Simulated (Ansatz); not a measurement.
**CHBFN: how energies converge with the basis set**

The task here is to estimate one member of a computed series from the others.

The runs use Ansatz 0.2.0, Gaussian basis; one geometry, several basis sets.

The runs, in order: PBE0-D4/def2-SVP; ωB97M-V/def2-SVP; PBE0-D4/def2-QZVPP; ωB97M-V/def2-QZVPP; CCSD(T)/cc-pV(D+d)Z; CCSD(T)/cc-pV(T+d)Z; CCSD(T)/cc-pV(Q+d)Z; the functionals' def2-TZVPP values are taken from earlier runs.

## The geometry

The geometry comes from an earlier relaxation with PBE0-D4 in a triple-zeta def2 set; it is a stationary point.

SMILES `N#CBF`, 5 atoms, charge 0, spin multiplicity 1.

Atoms are counted from 1 here; the program's logs count them from 0.

Bond lengths: N1–C2 1.151 Å, C2–B3 1.544 Å, B3–F4 1.309 Å, B3–H5 1.190 Å. Angles: N1–C2–B3 177.2°, C2–B3–F4 118.4°, C2–B3–H5 121.3°, F4–B3–H5 120.4°.

The first run:

Input file in.yaml:

```yaml
crystal:
  periodic: [false, false, false]
  atoms:
    - {symbol: N, position_ang: [0.699021, -1.305439, 1.492003]}
    - {symbol: C, position_ang: [0.307902, -0.606960, 0.664453]}
    - {symbol: B, position_ang: [-0.159847, 0.376936, -0.429785]}
    - {symbol: F, position_ang: [-1.223530, 0.070495, -1.128270]}
    - {symbol: H, position_ang: [0.426254, 1.391269, -0.639801]}
basis:
  gaussian: {orbitals: def2-SVP}
hamiltonian: {xc: pbe0, dispersion: d4}
output: {orbitals: {seedname: orbitals}}
```

The run is started by

```
$ ansatz run in.yaml --threads 2 --pin off --events-out ev --progress --plain --max-ram 32768MiB --backend cpu
```

Steps of the session up to this table: PBE0-D4 in def2-SVP; ωB97M-V in def2-SVP; PBE0-D4 in def2-QZVPP; ωB97M-V in def2-QZVPP.

One table of the session follows, with a row left open; its other results are not shown here.

```
functional       basis  HOMO (eV)  LUMO (eV)
   PBE0-D4    def2-SVP          ?          ?
   PBE0-D4  def2-TZVPP     -10.36      -2.77
   PBE0-D4  def2-QZVPP     -10.37      -2.80
   ωB97M-V    def2-SVP     -12.58      -0.40
   ωB97M-V  def2-TZVPP     -12.69      -0.61
   ωB97M-V  def2-QZVPP     -12.71      -0.66
```

Q: Estimate the row for PBE0-D4, def2-SVP from the others.

**Answer.** HOMO (eV): -10.28; LUMO (eV): -2.63. In the column «HOMO (eV)» it is the highest.
